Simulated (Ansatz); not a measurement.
# MnBr2: how the settings move a single-point run

Aim: see which settings change the result for MnBr2, by how much, and at what cost.

The COD entry's cell or inner coordinates are ideal or old and differ from later refinements, so a difference from it is no clean test against experiment.

Method: reference: DFT, PBEsol, PAW with Ansatz's default frozen-core files, scalar-relativistic, in Ansatz 0.2.0.

**1. The structure to begin with**

The structure is trigonal, space group P-3m1 (No. 164). Conventional cell: a = 3.820 Å, b = 3.820 Å, c = 6.190 Å, α = 90.00°, β = 90.00°, γ = 120.00°. Around Mn (site symmetry -3m) lie 6 Br at 2.69 Å. Br (site symmetry 3m) has 3 Mn at 2.69 Å as nearest neighbours.

Coordinates:

```cif
data_structure
_symmetry_space_group_name_H-M 'P-3m1'
_symmetry_Int_Tables_number 164
_cell_length_a 3.8200
_cell_length_b 3.8200
_cell_length_c 6.1900
_cell_angle_alpha 90.000
_cell_angle_beta 90.000
_cell_angle_gamma 120.000
_cell_volume 78.23
loop_
_atom_site_label
_atom_site_type_symbol
_atom_site_symmetry_multiplicity
_atom_site_Wyckoff_symbol
_atom_site_fract_x
_atom_site_fract_y
_atom_site_fract_z
_atom_site_occupancy
Mn1 Mn 1 a 0.00000 0.00000 0.00000 1
Br1 Br 2 d 0.33333 0.66667 0.25000 1
```

**2. Reference**

Input file input.yaml:

```yaml
crystal:
  lattice:
    - [3.82, 0.0, 0.0]
    - [-1.91, 3.3082170425, 0.0]
    - [0.0, 0.0, 6.19]
  atoms:
    - { symbol: Mn, position: [0.0, 0.0, 0.0], spin: 4.0 }
    - { symbol: Br, position: [0.3333333333, 0.6666666667, 0.25] }
    - { symbol: Br, position: [0.6666666667, 0.3333333333, 0.75] }
magnetization:
  spin_polarized: true
  initial_magnetization: 4.0
  spin_locking: { lock_magnetization: hard }
kpoints:
  mp_grid: { grid: [8, 8, 4] }
scf:
  occupations: { method: fermi_dirac, width: 0.03 }
  lower_state_search: "off"
hamiltonian:
  xc: pbesol
  pseudopotentials: { kind: paw }
output:
  forces: true
  stress: true
  eigenvalues: true
  write_density: true
  write_potential: true
  elf: true
  volumetric_format: npy
```

The run is started by

```
> ansatz run input.yaml --threads 2 --pin off --max-ram 6144MiB --backend cpu --events-out ev --progress --plain --runs-dir out
```

**3. Changing settings: n_extra_bands 8**

input.yaml: that of step 2 with these lines changed.

```diff
@@ -18,2 +18,3 @@
   lower_state_search: "off"
+  n_extra_bands: 8
 hamiltonian:
@@ -25,5 +26 @@
   eigenvalues: true
-  write_density: true
-  write_potential: true
-  elf: true
-  volumetric_format: npy
```

Before running it: what results should come out? Wanted: for each run, ending; energy change; pressure; abs. moment; force.

The runs gave:

| run | ending | energy change | pressure (GPa) | abs. moment (μB) | force (eV/Å) | cycles | time |
| --- | --- | --- | --- | --- | --- | --- | --- |
| reference | converged | 0 | -4.9 | 4.03 | 0.69 | 14 | 8.5 s |
| 1: n_extra_bands 8 | converged | 0.0 meV/atom | -4.9 | 4.03 | 0.69 | 14 | 7.2 s |

Times don't compare one to one where runs were asked for different outputs or read a saved state (see the inputs); cycles may leave out searches for a lower state.

Residual by cycle in the longest SCF loop of each run; runs are numbered as in the table. The quantity is the density residual dr2, in eV.

| cycle | reference | run 1 |
| --- | --- | --- |
| 1 | 205 | 205 |
| 2 | 14.6 | 14.6 |
| 3 | 2.84 | 2.84 |
| 5 | 0.115 | 0.114 |
| 6 | 0.0552 | 0.0559 |
| 7 | 0.0203 | 0.021 |
| 8 | 0.0055 | 0.0055 |
| 9 | 0.00275 | 0.00277 |
| 10 | 2.1e-4 | 2.3e-4 |
| 12 | 2.7e-7 | 2.4e-7 |
| 13 | 2.3e-8 | 4.1e-8 |
| 14 | 9.9e-10 | 3.3e-9 |

What this shows: Energy and cycle count are those of the reference, so the change (band count) left the result and the number of cycles as they were.
